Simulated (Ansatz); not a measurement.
# NaTiPt3: the cost of one run

Program: Ansatz 0.2.0. Level of theory: DFT PBE, scalar-relativistic, plane waves, PAW. These are calculated values, not measurements.

## Step 1: The starting structure

Symmetry: Pm-3m, No. 221, cubic system. Conventional cell: a = 4.321 Å, b = 4.321 Å, c = 4.321 Å, α = 90.00°, β = 90.00°, γ = 90.00°. Around Na (site symmetry m-3m) lie 12 Pt at 3.06 Å. Ti (site symmetry m-3m) has 6 Pt at 2.16 Å as nearest neighbours. Around Pt (site symmetry 4/mmm) lie 2 Ti at 2.16 Å.

Coordinates:

```
Na Ti Pt
1.0
     4.32085    0.00000    0.00000
     0.00000    4.32085    0.00000
     0.00000    0.00000    4.32085
Na Ti Pt
1 1 3
Direct
  0.00000 0.00000 0.00000
  0.50000 0.50000 0.50000
  0.00000 0.50000 0.50000
  0.50000 0.00000 0.50000
  0.50000 0.50000 0.00000
```

A structure generator made this guess: species swapped into a database cell of SmBRh3 (Pm-3m, No. 221), with Na on the Sm sites, Ti on the B sites and Pt on the Rh sites. Its size is a rough estimate.

## Step 2: Probe: one point on a coarse mesh

The input, input.yaml:

```yaml
crystal:
  lattice:
    - [4.32084531, 0.0, 0.0]
    - [0.0, 4.32084531, 0.0]
    - [0.0, 0.0, 4.32084531]
  atoms:
    - { symbol: Na, position: [0.0, 0.0, 0.0] }
    - { symbol: Ti, position: [0.5, 0.5, 0.5] }
    - { symbol: Pt, position: [0.0, 0.5, 0.5] }
    - { symbol: Pt, position: [0.5, 0.0, 0.5] }
    - { symbol: Pt, position: [0.5, 0.5, 0.0] }
basis:
  ecutwfc: 420
kpoints:
  mp_grid: { grid: [4, 4, 4] }
hamiltonian:
  xc: pbe
scf:
  occupations: { method: gaussian, width: 0.1 }
  lower_state_search: "off"
output:
  forces: true
  stress: true
  eigenvalues: true
```

On the command line:

```
$ ansatz run input.yaml --threads 1 --pin off --max-ram 2048MiB --backend cpu --events-out ev --progress --plain --runs-dir out
```

What time and memory should one allow on 1 thread of Arm Neoverse V2, shared host?

About 1.9 s, with a peak of 0.34 GiB.
